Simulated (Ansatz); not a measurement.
**Nudged elastic band run: Si**

Input:

```yaml
crystal:
  lattice:
    - [0.0, 5.43, 5.43]
    - [5.43, 0.0, 5.43]
    - [5.43, 5.43, 0.0]
  atoms:
    - { symbol: Si, position: [0.00208617, 0.00207944, 0.00212592] }
    - { symbol: Si, position: [0.1251837, 0.12537308, 0.12427913] }
    - { symbol: Si, position: [0.00243074, 0.00242284, 0.49271495] }
    - { symbol: Si, position: [0.12813289, 0.12811104, 0.62176622] }
    - { symbol: Si, position: [0.00200636, 0.49394211, 0.00204475] }
    - { symbol: Si, position: [0.12805204, 0.62192451, 0.12815259] }
    - { symbol: Si, position: [-0.0011492, 0.50036626, 0.50040775] }
    - { symbol: Si, position: [0.12811642, 0.62202121, 0.62174381] }
    - { symbol: Si, position: [0.49373028, 0.00207206, 0.00211834] }
    - { symbol: Si, position: [0.62189887, 0.12804246, 0.12816478] }
    - { symbol: Si, position: [0.50038625, -0.00119286, 0.50041953] }
    - { symbol: Si, position: [0.62199276, 0.12810943, 0.62176432] }
    - { symbol: Si, position: [0.50031592, 0.50030769, -0.00094043] }
    - { symbol: Si, position: [0.62187342, 0.6219222, 0.1281514] }
    - { symbol: Si, position: [0.50037309, 0.50036502, 0.50040659] }
    - { symbol: Si, position: [0.62495983, 0.62491823, 0.6251577] }
    - { symbol: Si, position: [0.87523467, 0.87546577, 0.87408886] }
basis:
  ecutwfc: 420.0
kpoints:
  mp_grid: { grid: [2, 2, 2] }
hamiltonian:
  xc: pbe
  pseudopotentials: { kind: paw, azcp: { folder: soft_1 } }
scf:
  occupations: { method: fermi_dirac, width: 0.02 }
  lower_state_search: "off"
neb:
  images: 5
  f_tol: 0.03
  initial_path: linear
  max_iterations: 62
  final_atoms:
    - { symbol: Si, position: [-0.0001761, -0.00012758, -8.583e-05] }
    - { symbol: Si, position: [0.12440571, 0.12447124, 0.12450276] }
    - { symbol: Si, position: [0.00272005, 0.0028767, 0.49694299] }
    - { symbol: Si, position: [0.12411028, 0.12435366, 0.62628031] }
    - { symbol: Si, position: [0.00264378, 0.4969499, 0.00289177] }
    - { symbol: Si, position: [0.1240101, 0.62625633, 0.12443099] }
    - { symbol: Si, position: [0.0026914, 0.49684578, 0.49689203] }
    - { symbol: Si, position: [0.13095754, 0.62283181, 0.62282031] }
    - { symbol: Si, position: [0.49694415, 0.00269761, 0.00278836] }
    - { symbol: Si, position: [0.62623767, 0.12411834, 0.12429587] }
    - { symbol: Si, position: [0.49664349, 0.00295053, 0.49674775] }
    - { symbol: Si, position: [0.62265626, 0.13123174, 0.62265846] }
    - { symbol: Si, position: [0.49653513, 0.49659306, 0.0031312] }
    - { symbol: Si, position: [0.62254535, 0.62255971, 0.13136348] }
    - { symbol: Si, position: [0.49957699, 0.49985388, 0.49998643] }
    - { symbol: Si, position: [0.62243554, 0.62269501, 0.62288209] }
    - { symbol: Si, position: [0.74952476, 0.74977788, 0.7499001] }
  order_check: true
```

Run as:

```bash
$ ansatz run input.yaml --threads 1 --pin off --max-ram 3072MiB --backend cpu --events-out ev --progress --plain --runs-dir out
```

Output, in part (warnings, iteration lines):

```
NEB end point (image 0): max|allowed force component| = 1.911e-2 eV/Å (the criterion of neb.relax_end_points is 1.000e-2)
NEB end point (image 6): max|allowed force component| = 1.312e-2 eV/Å (the criterion of neb.relax_end_points is 1.000e-2)
NEB iter   1: max|band force component| = 1.508e0 eV/Å  barrier→ = 0.9585 eV  barrier← = 0.9586 eV  Δτ_max = 0.1338 Å  (59 SCF iters)
NEB iter   2: max|band force component| = 6.839e-1 eV/Å  barrier→ = 0.5188 eV  barrier← = 0.5190 eV  Δτ_max = 0.1831 Å  (35 SCF iters)
NEB iter   3: max|band force component| = 3.581e-1 eV/Å  barrier→ = 0.3545 eV  barrier← = 0.3547 eV  CI = image 4  Δτ_max = 0.1741 Å  (36 SCF iters)
NEB iter   4: max|band force component| = 2.021e-1 eV/Å  barrier→ = 0.3118 eV  barrier← = 0.3120 eV  CI = image 3  Δτ_max = 0.0397 Å  (32 SCF iters)
NEB iter   5: max|band force component| = 9.841e-2 eV/Å  barrier→ = 0.3093 eV  barrier← = 0.3095 eV  CI = image 3  Δτ_max = 0.0422 Å  (28 SCF iters)
NEB iter   6: max|band force component| = 2.867e-2 eV/Å  barrier→ = 0.3086 eV  barrier← = 0.3087 eV  CI = image 3  Δτ_max = 0.0000 Å  (248 SCF iters)
```

It converged. By the program's own check the climbing image is a first-order saddle point (lowest curvatures found: -0.22 and 0.67 eV/Å²). Limits of this set-up: coarse k mesh, a small cell, in which the defect meets its images.

Final band (atoms are numbered from 1 in the order of the input):

```tsv
image	path coordinate (Å)	energy (eV)	Si1–Si17 (Å)	Si16–Si17 (Å)
0	0.00	0.00	2.39	4.70
1	0.57	0.12	2.45	4.24
2	1.14	0.28	2.63	3.74
3	1.71	0.31	3.15	3.13
4	2.27	0.28	3.76	2.63
5	2.83	0.11	4.25	2.45
6	3.40	0.00	4.70	2.39
```

Time of the run: 5.6 min on 1 thread of Arm Neoverse V2 (shared host), peak memory 0.81 GiB.
